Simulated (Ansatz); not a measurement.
**GaAsH3 (quartet): from Hartree-Fock to the top rungs, cc-pVTZ**

An exercise on one series of results from a longer session: the logs are not shown, and one member is left open.

The runs use Ansatz 0.2.0, Gaussian basis; cc-pVTZ, core rule «outside noble gas», up to 28 orbitals frozen.

Plan: UHF; CCSD(T) on ROHF; CCSD(T) on UHF; BCCD(T) on ROHF; CCSDT(Q) on ROHF; CCSDT(Q) on UHF.

9 further runs of the same task are left out: 4 for a known fault of the program, 5 set aside as unsound or not needed.

## The geometry

The geometry is a PBE0/def2-TZVP stationary point (not a proven minimum) of the parent state, kept for this charge and spin. No spin-orbit coupling is included. The filled d shell of Ga, As may be among the frozen orbitals whatever the setting's name suggests; the logs give the count.

5 atoms, charge 0, spin multiplicity 4.

Atoms are counted from 1 here; the program's logs count them from 0.

Bond lengths: Ga1–As2 2.429 Å, Ga1–H3 1.570 Å, Ga1–H4 1.571 Å, As2–H5 1.528 Å. Angles: As2–Ga1–H3 121.6°, As2–Ga1–H4 117.4°, H3–Ga1–H4 121.0°, Ga1–As2–H5 92.3°.

The first run:

Contents of in.yaml:

```yaml
crystal:
  periodic: [false, false, false]
  atoms:
    - {symbol: Ga, position_ang: [0.000000, 0.014415, 1.238887]}
    - {symbol: As, position_ang: [0.000000, -0.033499, -1.189827]}
    - {symbol: H, position_ang: [0.000000, 1.367489, 2.035604]}
    - {symbol: H, position_ang: [0.000000, -1.366169, 1.989099]}
    - {symbol: H, position_ang: [0.000000, 1.491546, -1.281680]}
basis:
  gaussian: {orbitals: cc-pVTZ}
magnetization: {spin_polarized: true, initial_magnetization: 3}
hamiltonian: {xc: hf}
output: {orbitals: {seedname: orbitals}}
```

Run with:

```console
$ ansatz run in.yaml --threads 1 --pin off --events-out ev --progress --plain --max-ram 4096MiB --backend cpu
```

Among the steps run: UHF; CCSD(T) on ROHF; CCSD(T) on UHF; BCCD(T) on ROHF; CCSDT(Q) on ROHF; CCSDT(Q) on UHF.

One of the session's tables, all rows but one given; the rest of the session is left out.

| method | from UCCSDT(Q) (kcal/mol) |
| --- | --- |
| ROHF | +148.15 |
| UHF | +142.82 |
| RMP2 | +29.70 |
| UMP2 | +30.38 |
| RCCSD | +6.46 |
| UCCSD | +5.96 |
| RCCSD(T) | +1.50 |
| UCCSD(T) | +1.15 |
| BCCD(T) | +1.50 |
| RCCSDT | ? |
| UCCSDT | +0.19 |
| RCCSDT(Q) | +0.39 |
| UCCSDT(Q) | 0 |

**Question.** Estimate the row for RCCSDT.

**Answer.** from UCCSDT(Q) (kcal/mol): +0.58. In the column «from UCCSDT(Q) (kcal/mol)» it lies between RCCSDT(Q) (+0.39) and UCCSD(T) (+1.15).

To keep in mind: Restricted and unrestricted rows rest on different reference determinants; where their highest levels disagree by more than a few hundredths of an eV, they describe different states and don't form one ladder.
